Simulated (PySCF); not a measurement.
# How the numerical set-up moves the result for Br⁺ (triplet)

Which parts of the numerical set-up matter for Br⁺ (triplet)? Each run edits the base script.

The runs use PySCF 2.14.0; method and basis as typed in the scripts.

2 further runs of the same task are left out: 2 that didn't finish.

## (1) The atom

Br⁺ (triplet): 1 atom, charge 1, spin multiplicity 3.

## (2) Base script

input.py reads:

```python
from pyscf import gto, scf, mcscf

mol = gto.M(
    atom='Br 0 0 0',
    basis='sapporo-dkh3-dzp-2012',
    charge=1,
    spin=2,
    symmetry=True,
    verbose=3,
)
mf = scf.ROHF(mol)
mf = mf.sfx2c1e()
mf.kernel()
mc = mcscf.CASSCF(mf, 5, 6)
mc.kernel()
mc.analyze()
mf.dip_moment()
print('orbital energies (hartree):', mf.mo_energy[..., max(0, mol.nelec[1]-3):mol.nelec[0]+3].round(4))
```

Launch:

```sh
> python input.py
```

Its log is not repeated here.

In short: E(SCF) = -2603.972834 Eh, E(CAS) − E(SCF) = -0.00086 Eh.

The triplet is typed in the script; nothing here shows that it is the ground state.

## (3) Cc-pvtz (X2C off)

Edit 1 changes basis set: sapporo-dkh3-dzp-2012 → cc-pvtz; spin-free X2C: on → off.

input.py reads:

```python
from pyscf import gto, scf, mcscf

mol = gto.M(
    atom='Br 0 0 0',
    basis='cc-pvtz',
    charge=1,
    spin=2,
    symmetry=True,
    verbose=3,
)
mf = scf.ROHF(mol)
mf.kernel()
mc = mcscf.CASSCF(mf, 5, 6)
mc.kernel()
mc.analyze()
mf.dip_moment()
print('orbital energies (hartree):', mf.mo_energy[..., max(0, mol.nelec[1]-3):mol.nelec[0]+3].round(4))
```

Launch:

```sh
> python input.py
```

## (4) Spin-free X2C off

Edit 2 changes spin-free X2C: on → off.

input.py, as its differences from that of step 2:

```diff
@@ -11,3 +11,2 @@
 mf = scf.ROHF(mol)
-mf = mf.sfx2c1e()
 mf.kernel()
```

## (5) Density fitting cc-pvdz-jkfit

Edit 3 changes density fitting: none → cc-pvdz-jkfit.

input.py, as its differences from that of step 2:

```diff
@@ -12,2 +12,3 @@
 mf = mf.sfx2c1e()
+mf = mf.density_fit(auxbasis='cc-pvdz-jkfit')
 mf.kernel()
```

## (6) Cartesian functions on

Edit 4 changes Cartesian functions: off → on.

input.py, as its differences from that of step 2:

```diff
@@ -8,2 +8,3 @@
     symmetry=True,
+    cart=True,
     verbose=3,
```

## (7) Lanl2dz (core potential on, X2C off)

Edit 5 changes basis set: sapporo-dkh3-dzp-2012 → lanl2dz; core potential: off → on; spin-free X2C: on → off. The core potential changes with it: totals don't compare.

input.py, as its differences from that of step 2:

```diff
@@ -4,3 +4,4 @@
     atom='Br 0 0 0',
-    basis='sapporo-dkh3-dzp-2012',
+    basis='lanl2dz',
+    ecp={'Br': 'lanl2dz'},
     charge=1,
@@ -11,3 +12,2 @@
 mf = scf.ROHF(mol)
-mf = mf.sfx2c1e()
 mf.kernel()
```

## (8) Jorge-dzp-dkh

Edit 6 changes basis set: sapporo-dkh3-dzp-2012 → jorge-dzp-dkh.

input.py, as its differences from that of step 2:

```diff
@@ -4,3 +4,3 @@
     atom='Br 0 0 0',
-    basis='sapporo-dkh3-dzp-2012',
+    basis='jorge-dzp-dkh',
     charge=1,
```

Q: Predict the outcome of this session. Wanted: for each run, E(SCF); from base; after the SCF.

**Answer**, as computed:

| run | E(SCF) (hartree) | from base (eV) | functions | after the SCF |
| --- | --- | --- | --- | --- |
| base | -2603.972834 | 0 | 43 | CASSCF correlation -0.023 eV |
| cc-pvtz (X2C off) | -2572.042846 | not comparable | 43 | CASSCF correlation -0.031 eV |
| spin-free X2C off (poor choice) | -2551.248947 | not comparable | 43 | CASSCF correlation -0.022 eV |
| density fitting cc-pvdz-jkfit | -2603.299591 | +18.3199 | 43 | CASSCF correlation -0.023 eV |
| Cartesian functions on | -2603.977826 | -0.1358 | n/a | CASSCF correlation -0.027 eV |
| lanl2dz (core potential on, X2C off) | -12.521552 | not comparable | 8 | CASSCF correlation -0.030 eV |
| jorge-dzp-dkh | -2603.893761 | +2.1517 | 43 | CASSCF correlation -0.036 eV |

What this shows: The largest comparable shift of the SCF energy, +18.320 eV, comes with the run “density fitting cc-pvdz-jkfit”. jorge-dzp-dkh (43 functions) gives an energy 2.15 eV higher than sapporo-dkh3-dzp-2012 (43). Rows marked «poor choice» come from settings spoiled on purpose.
